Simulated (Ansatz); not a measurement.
# CH8BCl2NSi: one species, many methods

An exercise on one series of results from a longer session: the logs are not shown, and one member is left open.

Method: functionals in def2-TZVPP, the program's frozen cores in correlated methods; program: Ansatz 0.2.0, Gaussian basis.

Levels to be run: LDA (SPW92), PBE-D4, revPBE-D4, BLYP-D4, r2SCAN-D4, B97M-V, PBE0-D4, B3LYP-D4, r2SCANh-D4, r2SCAN0-D4, HSE06-D4, BHLYP-D4, CAM-B3LYP-D4, LC-ωPBE, ωB97X-V, ωB97M-V, B2PLYP, PBE-QIDH; CCSD(T)/def2-SVP; MP2/def2-TZVPP; MP2/def2-QZVPP; RPA on PBE.

**Structure used throughout**

An earlier PBE0-D4 in a triple-zeta def2 set relaxation fixed the geometry.

SMILES `C[B-](Cl)(Cl)[NH2+][SiH3]`, 14 atoms, charge 0, spin multiplicity 1.

Atoms are counted from 1 here; the program's logs count them from 0.

Bond lengths: C1–B2 1.585 Å, C1–H7 1.096 Å, C1–H8 1.095 Å, C1–H9 1.092 Å, B2–Cl3 1.866 Å, B2–Cl4 1.855 Å, B2–N5 1.625 Å, N5–Si6 1.829 Å, N5–H10 1.019 Å, N5–H11 1.018 Å, Si6–H12 1.475 Å, Si6–H13 1.486 Å, Si6–H14 1.468 Å. Angles: B2–C1–H7 112.1°, B2–C1–H8 111.9°, B2–C1–H9 110.1°, H7–C1–H8 108.3°, H7–C1–H9 107.0°, H8–C1–H9 107.0°, C1–B2–Cl3 113.0°, C1–B2–Cl4 113.4°, C1–B2–N5 110.5°, Cl3–B2–Cl4 111.7°, Cl3–B2–N5 103.4°, Cl4–B2–N5 104.0°, B2–N5–Si6 114.6°, B2–N5–H10 107.3°, B2–N5–H11 107.2°, Si6–N5–H10 109.5°, Si6–N5–H11 111.0°, H10–N5–H11 106.8° and more.

The first run:

The input, in.yaml:

```yaml
crystal:
  periodic: [false, false, false]
  atoms:
    - {symbol: C, position_ang: [-1.148480, -1.581348, 0.852177]}
    - {symbol: B, position_ang: [-0.678554, -0.095713, 0.560174]}
    - {symbol: Cl, position_ang: [0.248122, 0.670481, 1.986821]}
    - {symbol: Cl, position_ang: [-2.046503, 1.003645, -0.039567]}
    - {symbol: N, position_ang: [0.405573, -0.070418, -0.649422]}
    - {symbol: Si, position_ang: [1.337415, 1.495685, -0.804946]}
    - {symbol: H, position_ang: [-0.317226, -2.222723, 1.165018]}
    - {symbol: H, position_ang: [-1.626917, -2.038331, -0.020674]}
    - {symbol: H, position_ang: [-1.882130, -1.591223, 1.660759]}
    - {symbol: H, position_ang: [1.056384, -0.838148, -0.489984]}
    - {symbol: H, position_ang: [-0.096567, -0.283432, -1.509338]}
    - {symbol: H, position_ang: [2.588409, 1.324106, -0.042389]}
    - {symbol: H, position_ang: [1.647521, 1.572150, -2.256054]}
    - {symbol: H, position_ang: [0.500252, 2.626066, -0.383875]}
basis:
  gaussian: {orbitals: def2-TZVPP}
hamiltonian: {xc: lda}
output: {orbitals: {seedname: orbitals}}
```

Started as:

```console
> ansatz run in.yaml --threads 4 --pin off --events-out ev --progress --plain --max-ram 11315MiB
```

Among the steps run: LDA; PBE-D4 (GGA); revPBE-D4 (GGA); BLYP-D4 (GGA); r2SCAN-D4 (meta-GGA); B97M-V (meta-GGA); B3LYP-D4 (hybrid); r2SCANh-D4 (hybrid); r2SCAN0-D4 (hybrid); HSE06-D4 (hybrid); BHLYP-D4 (hybrid); CAM-B3LYP-D4 (range-separated); LC-ωPBE (range-separated); ωB97X-V (range-separated); ωB97M-V (range-separated); B2PLYP (double hybrid); PBE-QIDH (double hybrid).

One of the session's tables, all rows but one given; the rest of the session is left out.

It belongs to the step «Orbital energies across the functionals». 

| functional | HOMO (eV) | gap (eV) |
| --- | --- | --- |
| LDA (SPW92) | -6.68 | 5.01 |
| PBE-D4 | -6.53 | 5.09 |
| revPBE-D4 | -6.47 | 5.14 |
| BLYP-D4 | -6.37 | 5.03 |
| r2SCAN-D4 | -6.86 | 5.86 |
| B97M-V | -6.99 | 5.68 |
| PBE0-D4 | ? | ? |
| B3LYP-D4 | -7.62 | 6.77 |
| r2SCANh-D4 | -7.35 | 6.63 |
| r2SCAN0-D4 | -8.10 | 7.77 |
| HSE06-D4 | -7.48 | 6.50 |
| BHLYP-D4 | -9.12 | 9.28 |
| CAM-B3LYP-D4 | -9.25 | 9.54 |
| LC-ωPBE | -10.63 | 12.15 |
| ωB97X-V | -10.28 | 11.62 |
| ωB97M-V | -10.14 | 11.11 |

Estimate the missing values for PBE0-D4.

As computed: HOMO (eV): -7.88; gap (eV): 7.28. In the column «HOMO (eV)» it lies between r2SCAN0-D4 (-8.10) and B3LYP-D4 (-7.62).
